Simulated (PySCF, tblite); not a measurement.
# C5H11NSi: geometry, infrared bands and NMR shifts

Wanted: the infrared bands and NMR shifts of C5H11NSi (`CC#C[SiH2]N(C)C`), by calculation.

Computed with tblite 0.8.0 and PySCF 2.14.0, with density-fitted response routines of our own, on a single molecule in the gas phase. Atoms are numbered from 0 throughout.

**1. Starting geometry**

18 atoms, charge 0, multiplicity 1; geometry from: force field or distance geometry start.

Bonds of the start (Å): C0–C1 1.49, C1–C2 1.21, C2–Si3 1.82, Si3–N4 1.75, N4–C5 1.46, N4–C6 1.47, C0–H7 1.13, C0–H8 1.12, C0–H9 1.10, Si3–H10 1.47, Si3–H11 1.48, C5–H12 1.10, C5–H13 1.11, C5–H14 1.11, C6–H15 1.13, C6–H16 1.08, C6–H17 1.13.

**2. Geometry optimisation with GFN2-xTB**

The job: settings as JSON, then the geometry in Å.

```
{"job": {"kind": "relax", "xc": "GFN2-xTB", "basis": "xTB"}, "charge": 0, "multiplicity": 1}
C      4.065700     0.027500    -0.418000
C      2.604800     0.168600    -0.138000
C      1.431300     0.285700     0.123600
Si    -0.338100     0.510800     0.489400
N     -1.383000     0.056700    -0.845500
C     -1.715700    -1.367900    -0.911500
C     -2.626200     0.810800    -0.608500
H      4.662500     0.680800     0.290500
H      4.407900    -1.013000    -0.196300
H      4.262800     0.341600    -1.456400
H     -0.660000     1.902000     0.828500
H     -0.616900    -0.269800     1.710700
H     -2.289600    -1.592700    -1.822600
H     -2.374500    -1.543800    -0.033600
H     -0.811400    -2.003500    -0.848400
H     -2.310700     1.886800    -0.503500
H     -3.383900     0.637700    -1.363500
H     -2.933800     0.488200     0.426500
```

Started as:

```sh
$ OMP_NUM_THREADS=1 python probes_run.py task.json out
```

This one command runs all jobs of the session in turn.

**Question.** This job is followed by: GFN2-xTB harmonic vibrations, gas phase; GIAO PBE0/pcSseg-1 NMR shielding, non-relativistic, gas phase. Predict these results of the whole session: strongest single infrared mode (GFN2-xTB); zero-point energy (GFN2-xTB); 13C shifts against TMS (PBE0/pcSseg-1, means over atoms taken as alike); 1H shifts against TMS (PBE0/pcSseg-1, means over atoms taken as alike); 29Si shifts against TMS (PBE0/pcSseg-1); 15N shifts against NH3 (PBE0/pcSseg-1).

As calculated:

```
                                                               quantity                       value
                              strongest single infrared mode (GFN2-xTB)        754 cm⁻¹, 435 km/mol
                                           zero-point energy (GFN2-xTB)               89.8 kcal/mol
13C shifts against TMS (PBE0/pcSseg-1, means over atoms taken as alike)  112.5, 84.2, 40.7, 6.0 ppm
 1H shifts against TMS (PBE0/pcSseg-1, means over atoms taken as alike)        4.90, 2.66, 2.10 ppm
                                29Si shifts against TMS (PBE0/pcSseg-1)                   -53.5 ppm
                                 15N shifts against NH3 (PBE0/pcSseg-1)                    15.4 ppm
```

In words: Relaxing lowered the energy by 0.756 eV in 141 steps; the close pair that moved most is C0–C1, from 1.494 to 1.447 Å. All 48 modes are real, so the xTB geometry is a minimum. The strongest single mode, at 754 cm⁻¹, has its largest shares on H11, Si3 and H10 (the list is cut at 3 atoms). GFN2-xTB is a fitted tight-binding method: band positions and strengths are rough. Its intensities can rank the bands wrongly. At PBE0/pcSseg-1: The widest tensor belongs to C1: span 289 ppm, with a paramagnetic part of -201 ppm.
